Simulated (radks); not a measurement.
# Polarisabilities and dispersion coefficients of C, Os³⁺, Ru and others

One table from this session's results is given with a row withheld; the runs are named, their logs left out.

Program: radks (a radial shooting solver on a logarithmic mesh, Libxc functionals) version 1. Level of theory: scalar-relativistic Kohn-Sham, LB94 model potential, spin-unpolarised, spherical densities, finite nucleus. These are calculated values, not measurements, unless marked.

## Starting point

- species: C ([He] 2s2 2p2), Os³⁺ ([Xe] 4f14 5d5), Ru ([Kr] 4d7 5s1), Re²⁺ ([Xe] 4f14 5d5), Pm ([Xe] 4f5 6s2), H (1s1), Si ([Ne] 3s2 3p2), Se⁺ ([Ar] 3d10 4s2 4p3)

LB94 adds a gradient term to the LDA potential that gives it a −1/r tail. It is a model potential with no energy functional, so Etot and Exc are not given.

The first run:

Settings of this run:

```text
Z 6
configuration [He] 2s2 2p2
relativity scalar-relativistic
functional lda,pw
model_potential LB94
spin unpolarised
nucleus finite rms 2.4702 fm
c 137.035999084
response adiabatic LDA kernel
```

Among the steps run: C, [He] 2s2 2p2; Os³⁺, [Xe] 4f14 5d5; Ru, [Kr] 4d7 5s1; Re²⁺, [Xe] 4f14 5d5; Pm, [Xe] 4f5 6s2; H, 1s1; Si, [Ne] 3s2 3p2; Se⁺, [Ar] 3d10 4s2 4p3.

One table of the session follows, with a row left open; its other results are not shown here.

| species | −ε(HOMO) (eV) | α (bohr³) | α uncoupled (bohr³) | C6 (hartree bohr⁶) |
| --- | --- | --- | --- | --- |
| C | 10.165 | 11.97 | 16.81 | 46.91 |
| Os³⁺ | ? | ? | ? | ? |
| Ru | 8.465 | 43.78 | 76.79 | 376.2 |
| Re²⁺ | 28.230 | 11.23 | 17.23 | 69.68 |
| Pm | 6.367 | 141.7 | 261.5 | 2078 |
| H | 10.721 | 6.112 | 6.185 | 10.06 |
| Si | 7.637 | 39.33 | 59.21 | 313.9 |
| Se⁺ | 20.663 | 13.74 | 21.17 | 82.99 |

**Question.** Estimate the row for Os³⁺.

As computed: −ε(HOMO) (eV): 42.699; α (bohr³): 6.802; α uncoupled (bohr³): 10.30; C6 (hartree bohr⁶): 37.80. In the column «−ε(HOMO) (eV)» it is the highest.

In words: Uncoupled leaves out the potential induced by the response; C8 is given only where no p, d or f shell is open. For heavy and open-shell atoms this level can miss by tens of per cent.
